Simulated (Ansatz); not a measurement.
# Hf2Pd2Se2Br2O3 (Immm) in Ansatz: a series of runs

One crystal, Hf2Pd2Se2Br2O3, is run at these levels: PBE; tasks: atomic charges, electron localisation function.

Everything below comes from runs of Ansatz 0.2.0. Logs are shortened: lines on timing, memory, paths and dates and some standing lists are left out, and cuts for length are marked.

**1. The crystal as given**

Symmetry: Immm, No. 71, orthorhombic system. Conventional cell: a = 3.785 Å, b = 5.344 Å, c = 24.568 Å, α = 90.00°, β = 90.00°, γ = 90.00°. Hf (site symmetry mm2) has 3 O at 1.94 to 1.95 Å as nearest neighbours. Pd (site symmetry mm2) is surrounded by 2 Se at 2.48 Å and 1 Br at 2.54 Å. Se (site symmetry mm2) is surrounded by 2 Pd at 2.48 Å and 2 Hf at 2.84 Å. Br (site symmetry mm2) has 1 Pd at 2.54 Å as nearest neighbours. O (site symmetry mm2) is surrounded by 2 Hf at 1.95 Å. Around O (site symmetry mmm) lie 2 Hf at 1.94 Å.

The cell was built by a generator and needn't be a form met in nature.

**2. Atomic charges, PBE**

Contents of input.yaml:

```yaml
crystal:
  lattice:
    - [-1.89227, 2.67212, 12.28423]
    - [1.89227, -2.67212, 12.28423]
    - [1.89227, 2.67212, -12.28423]
  atoms:
    - { symbol: Hf, position: [0.92095, 0.92095, 0.0] }
    - { symbol: Hf, position: [0.07905, 0.07905, 0.0] }
    - { symbol: Pd, position: [0.68332, 0.68332, 0.0] }
    - { symbol: Pd, position: [0.31668, 0.31668, 0.0] }
    - { symbol: Se, position: [0.61777, 0.11777, 0.5] }
    - { symbol: Se, position: [0.38223, 0.88223, 0.5] }
    - { symbol: Br, position: [0.7866, 0.7866, 0.0] }
    - { symbol: Br, position: [0.2134, 0.2134, 0.0] }
    - { symbol: O, position: [0.90121, 0.40121, 0.5] }
    - { symbol: O, position: [0.09879, 0.59879, 0.5] }
    - { symbol: O, position: [0.0, 0.0, 0.0] }
hamiltonian:
  xc: pbe
  pseudopotentials: { kind: paw }
kpoints:
  mp_grid: { grid: [9, 9, 9] }
scf:
  occupations: { method: fermi_dirac, width: 0.05 }
output:
  forces: true
  stress: true
  eigenvalues: true
  bader: true
  populations: true
```

Potentials or basis: Ansatz PAW.

On the command line:

```
ansatz run input.yaml --threads 8 --pin off --max-ram 20480MiB --backend cpu --events-out ev --progress --plain --runs-dir out
```

What it wrote:

```text
Warning: RAYON_NUM_THREADS=8 ignored (pool sized by the plan → 8); use --threads N
basis.fft_grid_basis auto: the FFT boxes are laid along the combinations [[1, 0, 1], [0, 1, 1], [0, 0, 1]] of the cell's own vectors, 5.344, 3.785 and 12.713 Å long. The dense box has 36×27×90 points. Along the cell's own vectors, as sized, it would have 90×90×90, 8.33 times as many. Of the 8 symmetry operations that the crystal satisfies within crystal.symmetry.tolerance (time reversal apart; of a slab, those that keep its plane) the dense box along the cell's own vectors carries 8, and the one as laid loses 6 of those. basis.fft_grid_basis: typed keeps the cell's own vectors: state it where this run's energies or levels are differenced outside the engine with another run's, or held beside a run that keeps those vectors.
Engine: ansatz 0.2.0, aarch64-unknown-linux-gnu
Pseudopotentials: kind: paw
Pseudopotential: Hf, paw, valence charge 26, recommended cutoff 420 eV (normal), Hf.paw.azcp
Pseudopotential: Pd, paw, valence charge 18, recommended cutoff 420 eV (normal), Pd.paw.azcp
Pseudopotential: Se, paw, valence charge 16, recommended cutoff 420 eV (normal), Se.paw.azcp
Pseudopotential: Br, paw, valence charge 7, recommended cutoff 420 eV (normal), Br.paw.azcp
Pseudopotential: O, paw, valence charge 6, recommended cutoff 420 eV (normal), O.paw.azcp
Functional definition: PBE
  parameter kappa = 0.804
  parameter beta = 0.06672455060314922
  exchange = pbe_x(kappa = kappa, mu = beta*pi^2/3)
  correlation = pbe_c(beta = beta)
Crystal: 11 atoms, lattice volume = 248.455 Å³
Basis set: ecut = 420 eV, 4851 PW (Γ), FFT grids on a1+a3, a2+a3, a3, exchange–correlation on 72×54×180 points (8 copies of the dense FFT grid, shifted against one another)
Bands: 92, of which v1, the nominal top of the filled ones, is band 76 counted from 1 (75 counted from 0)
Symmetry: 8 space group operations
Space group: Immm (ITA 71), of the structure as read, at distance tolerance 6.3e-5 Å
k-points: 125 of 729
Non-local potential: Hf, projectors of the file, l = 0: 3, l = 1: 2, l = 2: 2, l = 3: 3
Non-local potential: Pd, projectors of the file, l = 0: 2, l = 1: 2, l = 2: 2, l = 3: 1
Non-local potential: Se, projectors of the file, l = 0: 2, l = 1: 2, l = 2: 3, l = 3: 1
Non-local potential: Br, projectors of the file, l = 0: 2, l = 1: 2, l = 2: 2
Non-local potential: O, projectors of the file, l = 0: 2, l = 1: 2, l = 2: 1
[... 65 lines left out ...]
  k-point 1: bands = ["-75.7977", "-75.7977", "-53.9394", "-53.9387", "-41.8197", "-41.8196", "-41.7029", "-41.7029", "-41.1116", "-41.1115", "-39.8050", "-39.8050", "-39.8019", "-39.8019", "-39.7585", "-39.7585", "-39.7216", "-39.7216", "-39.7186", "-39.7186", "-22.9176", "-22.7753", "-22.7665", "-22.7618", "-22.6228", "-22.6177", "-10.0809", "-9.8195", "-9.6140", "-6.5778", "-6.1518", "-5.0299", "-4.9911", "-3.9138", "-3.8985", "-3.8853", "-3.8519", "-3.8284", "-3.8261", "-3.8039", "-3.8034", "-3.7875", "-3.7859", "-3.7530", "-3.7496", "-3.6963", "-3.6646", "2.8315", "3.4340", "3.6220", "3.6330", "3.7134", "3.7782", "3.9479", "4.2533", "4.2691", "4.3651", "4.3895", "4.5123", "4.6127", "5.1975", "5.5652", "5.6323", "5.7667", "6.0294", "6.1618", "6.3439", "6.5307", "6.6266", "6.8042", "6.8120", "7.0009", "7.0380", "7.3817", "7.5516", "7.6736", "8.4644", "8.8104", "10.6144", "10.6801", "11.1077", "11.1756", "11.7521", "11.9210", "12.4593", "12.8785", "12.9190", "13.4440", "13.5371", "14.1790", "14.5126", "14.7469"]
  k-point 2: bands = ["-75.7976", "-75.7976", "-53.9387", "-53.9379", "-41.8198", "-41.8197", "-41.7038", "-41.7038", "-41.1115", "-41.1114", "-39.8051", "-39.8051", "-39.8023", "-39.8023", "-39.7585", "-39.7585", "-39.7216", "-39.7216", "-39.7185", "-39.7185", "-22.9140", "-22.7752", "-22.7642", "-22.7595", "-22.7063", "-22.6978", "-9.9429", "-9.4366", "-9.3615", "-6.4453", "-6.1544", "-4.9352", "-4.9061", "-3.9175", "-3.8974", "-3.8836", "-3.8580", "-3.8227", "-3.8173", "-3.8055", "-3.8049", "-3.7788", "-3.7776", "-3.7631", "-3.7518", "-3.6734", "-3.6534", "2.8251", "3.1073", "3.3298", "3.3807", "3.7445", "3.7770", "3.8571", "3.9183", "4.2697", "4.3093", "4.5287", "4.5610", "4.8955", "4.9640", "5.1728", "5.4668", "5.6042", "5.6666", "5.9204", "5.9659", "6.3516", "6.5512", "6.6712", "6.8223", "6.8332", "6.8817", "7.2579", "7.5229", "7.8448", "8.1378", "8.5143", "10.3502", "10.9819", "11.8407", "11.8799", "12.0963", "12.1633", "12.2624", "12.6455", "13.3119", "13.6385", "13.6922", "14.3288", "14.3855", "14.8649"]
  k-point 124: bands = ["-75.7977", "-75.7977", "-53.9394", "-53.9387", "-41.8197", "-41.8196", "-41.7029", "-41.7029", "-41.1116", "-41.1115", "-39.8050", "-39.8050", "-39.8019", "-39.8019", "-39.7585", "-39.7585", "-39.7216", "-39.7216", "-39.7186", "-39.7186", "-22.9176", "-22.7754", "-22.7662", "-22.7615", "-22.6228", "-22.6177", "-10.0813", "-9.8206", "-9.6141", "-6.5956", "-6.1414", "-5.0312", "-4.9986", "-3.9115", "-3.8988", "-3.8859", "-3.8512", "-3.8285", "-3.8260", "-3.8039", "-3.8034", "-3.7880", "-3.7863", "-3.7530", "-3.7496", "-3.6960", "-3.6642", "2.8164", "3.4608", "3.6502", "3.6716", "3.7439", "3.8166", "3.9508", "4.1857", "4.2631", "4.2910", "4.4151", "4.4897", "4.5908", "5.2417", "5.5630", "5.6035", "5.8029", "6.0757", "6.1933", "6.3865", "6.5380", "6.6438", "6.7547", "6.8538", "7.0179", "7.1285", "7.3253", "7.5290", "7.5922", "8.4925", "8.7681", "10.9217", "10.9801", "11.0528", "11.0667", "11.1920", "11.9337", "12.5341", "12.7627", "12.7689", "12.8571", "14.0749", "14.5008", "14.5034", "14.7868"]
--- Löwdin populations: 11 sites ---
  site symbol       q [e]
     0     Hf     24.7479
     1     Hf     24.7479
     2     Pd     17.0956
     3     Pd     17.0956
     4     Se     16.4042
     5     Se     16.4042
     6     Br      7.4446
     7     Br      7.4446
     8      O      6.6644
     9      O      6.6644
    10      O      6.6295
  spilling = 0.004324 (of n_electrons = 152.000000)
--- Bader charges: 11 sites ---
  site symbol  charge [e]  shift [e]
     0     Hf      2.4297     0.0064
     1     Hf      2.4297     0.0064
     2     Pd      0.3523     0.0049
     3     Pd      0.3523     0.0049
     4     Se     -0.5149     0.0038
     5     Se     -0.5149     0.0038
     6     Br     -0.3839     0.0012
     7     Br     -0.3839     0.0012
     8      O     -1.2569     0.0042
     9      O     -1.2569     0.0042
    10      O     -1.2525     0.0046
  estimated error of the sums over rays = 4.0e-4 e
```

populations.tsv:

```text
# site	symbol	l	j	q
# orbitals = lowdin
# n_electrons = 152.000000
# spilling = 0.004324
0	Hf	0_5S	-	1.978635
0	Hf	0_6S	-	0.493342
0	Hf	1_5P	-	5.979291
0	Hf	2_5D	-	2.301723
0	Hf	3_4F	-	13.994863
1	Hf	0_5S	-	1.978635
1	Hf	0_6S	-	0.493342
1	Hf	1_5P	-	5.979291
1	Hf	2_5D	-	2.301723
1	Hf	3_4F	-	13.994863
2	Pd	0_4S	-	1.997681
2	Pd	1_4P	-	5.996760
2	Pd	2_4D	-	9.101144
3	Pd	0_4S	-	1.997681
3	Pd	1_4P	-	5.996760
3	Pd	2_4D	-	9.101144
4	Se	0_4S	-	1.848624
4	Se	1_4P	-	4.555726
4	Se	2_3D	-	9.999851
5	Se	0_4S	-	1.848624
5	Se	1_4P	-	4.555726
5	Se	2_3D	-	9.999851
6	Br	0_4S	-	1.974116
6	Br	1_4P	-	5.470516
7	Br	0_4S	-	1.974116
7	Br	1_4P	-	5.470516
8	O	0_2S	-	1.725084
8	O	1_2P	-	4.939332
9	O	0_2S	-	1.725084
9	O	1_2P	-	4.939332
10	O	0_2S	-	1.702642
10	O	1_2P	-	4.926809
```

It took 51 s on 8 threads of Arm Neoverse V1, shared host; peak memory 2.4 GiB.

What came out:

| Quantity | Value |
| --- | --- |
| Free energy | -63603.0694 eV |
| Pressure | 0.0 GPa |
| Largest force | 0.009 eV/Å |
| Band gap on the k mesh | none (metal or under the smearing width) |
| Bader charges | Hf +2.43; Pd +0.35; Se -0.51; Br -0.38; O -1.26, -1.25 e |

Forces on the atoms (eV/Å):
```
Hf   0.000  0.000  0.004
Hf   0.000  0.000 -0.004
Pd   0.000  0.000 -0.009
Pd   0.000  0.000  0.009
Se   0.000  0.000  0.003
Se   0.000  0.000 -0.003
Br   0.000  0.000  0.000
Br   0.000  0.000  0.000
O    0.000  0.000 -0.004
O    0.000  0.000  0.004
O    0.000  0.000  0.000
```

**3. Electron localisation function, PBE**

input.yaml, as its differences from that of step 2:

```diff
@@ -28,3 +28,5 @@
   eigenvalues: true
-  bader: true
-  populations: true
+  write_density: true
+  write_potential: true
+  elf: true
+  volumetric_format: npy
```

Potentials or basis: Ansatz PAW.

On the command line:

```
ansatz run input.yaml --threads 8 --pin off --max-ram 20480MiB --backend cpu --events-out ev --progress --plain --runs-dir out
```

Run time: 45 s. Hardware: 8 threads of Arm Neoverse V1, shared host; peak memory 2.5 GiB.

It converged, with:

```
Free energy            : -63603.0694 eV
Pressure               : 0.0 GPa
Largest force          : 0.009 eV/Å
Band gap on the k mesh : none (metal or under the smearing width)
```

Forces in eV/Å, atoms in the order of the input:
```
Hf   0.000  0.000  0.004
Hf   0.000  0.000 -0.004
Pd   0.000  0.000 -0.009
Pd   0.000  0.000  0.009
Se   0.000  0.000  0.003
Se   0.000  0.000 -0.003
Br   0.000  0.000  0.000
Br   0.000  0.000  0.000
O    0.000  0.000 -0.004
O    0.000  0.000  0.004
O    0.000  0.000  0.000
```

Levels at points of the mesh, in eV from the Fermi level:
```csv
k point,band 73,band 74,band 75,band 76,band 77,band 78,band 79,band 80
"(0.00, 0.00, 0.00)",-0.63,-0.60,-0.47,-0.28,0.91,1.18,2.46,2.74
```
